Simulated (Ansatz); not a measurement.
# Sc3BN2: the cost of one run

Program: Ansatz 0.2.0. Level of theory: DFT PBE, scalar-relativistic, plane waves, PAW. These are calculated values, not measurements.

1 further run of the same task is left out (it didn't finish). Runs told in other sessions of the task aren't counted.

**1. The structure to begin with**

The structure is hexagonal, space group P6/mmm (No. 191). The conventional cell has a = 5.943 Å, b = 5.943 Å, c = 3.871 Å, α = 90.00°, β = 90.00°, γ = 120.00°. Sc (site symmetry mmm) is surrounded by 4 Sc at 2.97 Å and 2 B at 2.97 Å and 4 N at 3.25 Å. B (site symmetry 6/mmm) has 2 N at 1.32 Å in its first shell of neighbours. N (site symmetry 6mm) is surrounded by 1 N at 1.24 Å and 1 B at 1.32 Å.

Structure file:

```cif
data_structure
_symmetry_space_group_name_H-M 'P 1'
_symmetry_Int_Tables_number 1
_cell_length_a 5.9433
_cell_length_b 5.9433
_cell_length_c 3.8706
_cell_angle_alpha 90.000
_cell_angle_beta 90.000
_cell_angle_gamma 120.000
_cell_volume 118.40
loop_
_atom_site_label
_atom_site_type_symbol
_atom_site_fract_x
_atom_site_fract_y
_atom_site_fract_z
_atom_site_occupancy
Sc1 Sc 0.50000 0.00000 0.00000 1
Sc2 Sc 0.00000 0.50000 0.00000 1
Sc3 Sc 0.50000 0.50000 0.00000 1
B1 B 0.00000 0.00000 0.00000 1
N1 N 0.00000 0.00000 0.34006 1
N2 N 0.00000 0.00000 0.65994 1
```

It is the end of an earlier relaxation with the same method, from a generated guess; it needn't be the stable form of this composition. At a tolerance of 0.05 Å it has space group P6/mmm (No. 191); it has 19.73 Å³/atom, an uncorrected energy of +0.83 eV/atom over the elements.

**2. Electronic structure at the relaxed geometry**

Input file input.yaml:

```yaml
crystal:
  lattice:
    - [5.9433260572, 0.0, 0.0]
    - [-2.9716630286, 5.1470713485, 0.0]
    - [0.0, 0.0, 3.8705986198]
  atoms:
    - { symbol: Sc, position: [0.5, 0.0, 0.0] }
    - { symbol: Sc, position: [0.0, 0.5, 0.0] }
    - { symbol: Sc, position: [0.5, 0.5, 0.0] }
    - { symbol: B, position: [0.0, 0.0, 0.0] }
    - { symbol: "N", position: [0.0, 0.0, 0.3400609312] }
    - { symbol: "N", position: [0.0, 0.0, 0.6599390688] }
basis:
  ecutwfc: 420
kpoints:
  mp_grid: { grid: [6, 6, 10] }
  band_path:
    path:
      - [[0.0, 0.0, 0.0], [0.5, 0.0, 0.0], [0.33333333, 0.33333333, 0.0], [0.0, 0.0, 0.0], [0.0, 0.0, 0.5], [0.5, 0.0, 0.5], [0.33333333, 0.33333333, 0.5], [0.0, 0.0, 0.5]]
      - [[0.5, 0.0, 0.5], [0.5, 0.0, 0.0]]
      - [[0.33333333, 0.33333333, 0.5], [0.33333333, 0.33333333, 0.0]]
    npoints: 14
hamiltonian:
  xc: pbe
scf:
  occupations: { method: gaussian, width: 0.1 }
  n_extra_bands: 15
output:
  forces: true
  stress: true
  eigenvalues: true
  populations: true
  dos: { projected: true, de: 0.02, nscf_kmesh: { grid: [8, 8, 12] } }
  bader: true
  write_density: true
  write_potential: true
  elf: true
  volumetric_format: npy
```

Run with:

```bash
$ ansatz run input.yaml --threads 1 --pin off --max-ram 2560MiB --backend cpu --events-out ev --progress --plain --runs-dir out
```

Q: Estimate wall time and peak memory on 1 thread of AMD EPYC (Zen 3), shared host.

About 3.3 min, with a peak of 0.59 GiB.
